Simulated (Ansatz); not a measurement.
# MP2/6-31G(d) (spherical functions) run of CH6AlFSi (SMILES C[SiH2][AlH][F])

What is the vertical singlet–triplet gap of CH6AlFSi at MP2/6-31G* (spherical functions)? 

Program for the calculation: Ansatz 0.2.0.

128 further runs of the same task are left out: 128 set aside as unsound or not needed.

**1. The structure to begin with**

CH6AlFSi: 10 atoms, total charge 0, spin state singlet. SMILES: `C[SiH2][AlH][F]`. Geometry: relaxed at PBE0-D4/def2-TZVP. This is one conformer, not always the lowest.

Bond lengths: C1–Si2 1.882 Å, Si2–Al3 2.453 Å, Al3–F4 1.655 Å, C1–H5 1.092 Å, C1–H6 1.092 Å, C1–H7 1.092 Å, Si2–H8 1.493 Å, Si2–H9 1.493 Å, Al3–H10 1.586 Å. Some angles: C1–Si2–Al3 113.1°, Si2–Al3–F4 117.3°, C1–Si2–H8 109.7°, C1–Si2–H9 109.6°, Al3–Si2–H8 109.0°, Al3–Si2–H9 108.9°, Si2–C1–H5 110.6°, Si2–C1–H6 111.0°, Si2–C1–H7 111.0°, Si2–Al3–H10 127.4°.

**2. A single-point energy at MP2/6-31G(d) (spherical functions)**

Contents of in.yaml:

```yaml
crystal:
  periodic: [false, false, false]
  atoms:
    - {symbol: C, position_ang: [0.209300, 1.522100, -0.549700]}
    - {symbol: Si, position_ang: [-0.487300, 0.185700, 0.578100]}
    - {symbol: Al, position_ang: [0.320500, -2.061900, 0.018500]}
    - {symbol: F, position_ang: [-0.271300, -3.324400, 0.910100]}
    - {symbol: H, position_ang: [-0.171000, 2.504900, -0.262800]}
    - {symbol: H, position_ang: [-0.069900, 1.340800, -1.589900]}
    - {symbol: H, position_ang: [1.299800, 1.551100, -0.495300]}
    - {symbol: H, position_ang: [-1.978700, 0.198000, 0.509600]}
    - {symbol: H, position_ang: [-0.129200, 0.490400, 1.995500]}
    - {symbol: H, position_ang: [1.361100, -2.457900, -1.111000]}
basis:
  gaussian:
    orbitals: 6-31G_st_-spherical.json
correlation:
  method: mp2
  frozen_orbitals: {Al: 5, C: 1, F: 1, H: 0, Si: 5}
accuracy: high
```

The basis set 6-31G* is read from a file made from the Basis Set Exchange's data (not shown).

Launch:

```sh
ansatz run in.yaml --threads 1 --pin off --max-ram 3480MiB --events-out events.jsonl --progress --plain --runs-dir runs
```

Log:

```text
Warning: RAYON_NUM_THREADS=1 ignored (pool sized by the plan → 1); use --threads N
Functional definition: HF
  name "HF"
  exchange = exact_x
  correlation = 0
1733 factors; integrals over basis functions are off by at most 7.2e-9 eV
mean field evaluation 1: about -18274.6803 eV, gradient 3.4e1 eV
mean field evaluation 2: about -18274.7738 eV, gradient 3.4e1 eV
mean field evaluation 4: about -18277.5095 eV, gradient 2.7e0 eV
mean field evaluation 8: about -18277.5487 eV, gradient 1.7e-1 eV
mean field evaluation 16: about -18277.5489 eV, gradient 2.7e-8 eV
mean field -18277.54885451 eV, -671.6875314356 hartree, gradient 2.7e-8 eV, S^2 0.000000; 0 other end points of the search recorded, 0 dependent functions left out
12 core orbitals not correlated: weight in the atoms' cores, before any rotation towards them, 1.000 or more for the frozen orbitals, at most 0.000 for the correlated occupied ones
reference -18277.54885451 eV, -671.6875314356 hartree; 12, 12 occupied and 52, 52 virtual orbitals, 1733 factors
second order -11.77955116 eV of doubles, -0.00000000 eV of singles
Total energy: -18289.32840567 eV, -672.1204219564 hartree
```

Run time: 2.6 s. Hardware: 1 thread of Arm Neoverse V1, shared host; peak memory 0.19 GiB.

**3. The triplet, same level**

Contents of job.yaml:

```yaml
basis:
  gaussian:
    orbitals: 6-31G_st_-spherical.json
crystal:
  periodic: [false, false, false]
  atoms:
    - {symbol: C, position_ang: [0.209300, 1.522100, -0.549700]}
    - {symbol: Si, position_ang: [-0.487300, 0.185700, 0.578100]}
    - {symbol: Al, position_ang: [0.320500, -2.061900, 0.018500]}
    - {symbol: F, position_ang: [-0.271300, -3.324400, 0.910100]}
    - {symbol: H, position_ang: [-0.171000, 2.504900, -0.262800]}
    - {symbol: H, position_ang: [-0.069900, 1.340800, -1.589900]}
    - {symbol: H, position_ang: [1.299800, 1.551100, -0.495300]}
    - {symbol: H, position_ang: [-1.978700, 0.198000, 0.509600]}
    - {symbol: H, position_ang: [-0.129200, 0.490400, 1.995500]}
    - {symbol: H, position_ang: [1.361100, -2.457900, -1.111000]}
magnetization:
  spin_polarized: true
  initial_magnetization: 2
correlation:
  method: mp2
  frozen_orbitals: {Al: 5, C: 1, F: 1, H: 0, Si: 5}
accuracy: high
```

The basis set 6-31G* is read from a file made from the Basis Set Exchange's data (not shown).

Launch:

```sh
ansatz run job.yaml --threads 1 --pin off --max-ram 3480MiB --events-out events.jsonl --progress --plain --runs-dir runs
```

Log:

```text
Warning: RAYON_NUM_THREADS=1 ignored (pool sized by the plan → 1); use --threads N
[... 4 set-up lines as earlier in the session ...]
1732 factors; integrals over basis functions are off by at most 7.2e-9 eV
mean field evaluation 1: about -18269.9719 eV, gradient 2.4e1 eV
mean field evaluation 2: about -18269.9865 eV, gradient 2.4e1 eV
mean field evaluation 4: about -18273.2093 eV, gradient 2.7e0 eV
mean field evaluation 8: about -18273.3935 eV, gradient 2.5e-1 eV
mean field evaluation 16: about -18272.3776 eV, gradient 4.1e0 eV
mean field -18273.39723679 eV, -671.5349622987 hartree, gradient 8.0e-8 eV, S^2 2.005069; 2 other end points of the search recorded, 0 dependent functions left out
12 core orbitals not correlated: weight in the atoms' cores, before any rotation towards them, 1.000 or more for the frozen orbitals, at most 0.000 for the correlated occupied ones
reference -18273.39723679 eV, -671.5349622987 hartree; 13, 11 occupied and 51, 53 virtual orbitals, 1732 factors
second order -11.54410865 eV of doubles, -0.00000000 eV of singles
Total energy: -18284.94134545 eV, -671.9592004668 hartree
```

It took 4.2 s on 1 thread of Arm Neoverse V1, shared host; peak memory 0.25 GiB.

**4. Summary of results**

Level: MP2/6-31G* (spherical functions), 12 core orbitals frozen.

```
                                             quantity          value
                                singlet: total energy  -672.12042 Eh
singlet: correlation energy (12 core orbitals frozen)     -432.9 mEh
                                triplet: total energy  -671.95920 Eh
triplet: correlation energy (12 core orbitals frozen)     -424.2 mEh
           triplet: ⟨S²⟩ of the reference determinant          2.005
     vertical energy of the triplet above the singlet       4.387 eV
```

What this shows: At this shape the triplet lies 4.39 eV (101 kcal/mol) above the singlet.
